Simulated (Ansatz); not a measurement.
I need vertical and adiabatic energies of changing the electron count of ClH₄SbSi, SMILES Cl[SiH2][SbH2]. Use Ansatz's Python interface. Use (for the species named): r2SCAN, def2-SVP basis, multiplicity 1, D4 dispersion.

```yaml
atoms:
  - { symbol: Cl, position_ang: [-1.7602, -1.1531, 0.5688] }
  - { symbol: Si, position_ang: [-0.5749, -0.0713, -0.7746] }
  - { symbol: Sb, position_ang: [1.4883, 0.6602, 0.4125] }
  - { symbol: H, position_ang: [-0.1376, -0.9356, -1.9009] }
  - { symbol: H, position_ang: [-1.2792, 1.1077, -1.2992] }
  - { symbol: H, position_ang: [0.5839, 1.2577, 1.7966] }
  - { symbol: H, position_ang: [1.7409, -0.9336, 1.1512] }
```

`adiabatic_clh4sbsi.py`:
```python
# -*- coding: utf-8 -*-
"""How ClH4SbSi relaxes after losing an electron."""

import itertools

import ansatz
from ase.data import atomic_numbers, covalent_radii
import numpy as np


def main():
    geometry_ang = [
        ("Cl", (-1.7602, -1.1531, 0.5688)),
        ("Si", (-0.5749, -0.0713, -0.7746)),
        ("Sb", (1.4883, 0.6602, 0.4125)),
        ("H", (-0.1376, -0.9356, -1.9009)),
        ("H", (-1.2792, 1.1077, -1.2992)),
        ("H", (0.5839, 1.2577, 1.7966)),
        ("H", (1.7409, -0.9336, 1.1512)),
    ]
    molecule = ansatz.Crystal.molecule()
    for symbol, xyz in geometry_ang:
        molecule = molecule.atom(symbol, xyz)

    calculation = molecule.calculation().basis(gaussian="def2-SVP").functional("r2scan", dispersion="d4")
    symbols = [site.symbol for site in molecule.cartesian_sites]
    start = np.array([site.position_ang for site in molecule.cartesian_sites], dtype=float)
    data = calculation.relax(force_tolerance=0.01).run().report
    end = np.array(data["positions_ang"])

    minimum = ansatz.Crystal.molecule()
    for symbol, place in zip(symbols, end):
        minimum = minimum.atom(symbol, place.tolist())
    ion = (
        minimum.calculation()
        .basis(gaussian="def2-SVP")  # the orbital basis, by name
        .functional("r2scan", dispersion="d4")
        .charge(1)  # electrons removed from the neutral system
        .spin("collinear", total=1)
    )
    vertical = ion.run().report
    settled = ion.relax(force_tolerance=0.01, max_steps=80).run().report
    print(f"vertical ionisation energy   {vertical['free_energy_ev'] - data['free_energy_ev']:.3f} eV")
    print(f"adiabatic, no zero point     {settled['free_energy_ev'] - data['free_energy_ev']:.3f} eV")
    print(f"relaxation energy of the ion {vertical['free_energy_ev'] - settled['free_energy_ev']:.3f} eV")
    ionised = np.array(settled["positions_ang"])
    # pairs closer than 1.2 times the sum of covalent radii, before or after
    radius = [covalent_radii[atomic_numbers[s]] for s in symbols]
    span = lambda where, i, j: np.linalg.norm(where[i] - where[j])
    bonded = [(i, j) for i, j in itertools.combinations(range(len(symbols)), 2) if min(span(end, i, j), span(ionised, i, j)) < 1.2 * (radius[i] + radius[j])]
    print("pair        before    after (A)")
    for i, j in bonded:
        print(f"{symbols[i]}{i}-{symbols[j]}{j}".ljust(10), f"{span(end, i, j):8.4f} {span(ionised, i, j):8.4f}")


if __name__ == "__main__":
    main()
```

Output of `python adiabatic_clh4sbsi.py`:
```text
vertical ionisation energy   9.267 eV
adiabatic, no zero point     8.670 eV
relaxation energy of the ion 0.597 eV
pair        before    after (A)
Cl0-Si1      2.0807   2.0388
Si1-Sb2      2.5833   2.6471
Si1-H3       1.4921   1.4786
Si1-H4       1.4922   1.4786
Sb2-H5       1.7162   1.6939
Sb2-H6       1.7161   1.6939
```

Notes:
- The energies are electronic: no zero-point or thermal terms, and the basis set is short of its limit. The product may relax into another structure. Each relaxation finds its nearest minimum, which needn't be the lowest.
- def2 sets replace the cores of elements past krypton by effective core potentials.
- Hardware and time: 2.2 min on 1 thread of Arm Neoverse V1 (shared host), peak memory 0.27 GiB.
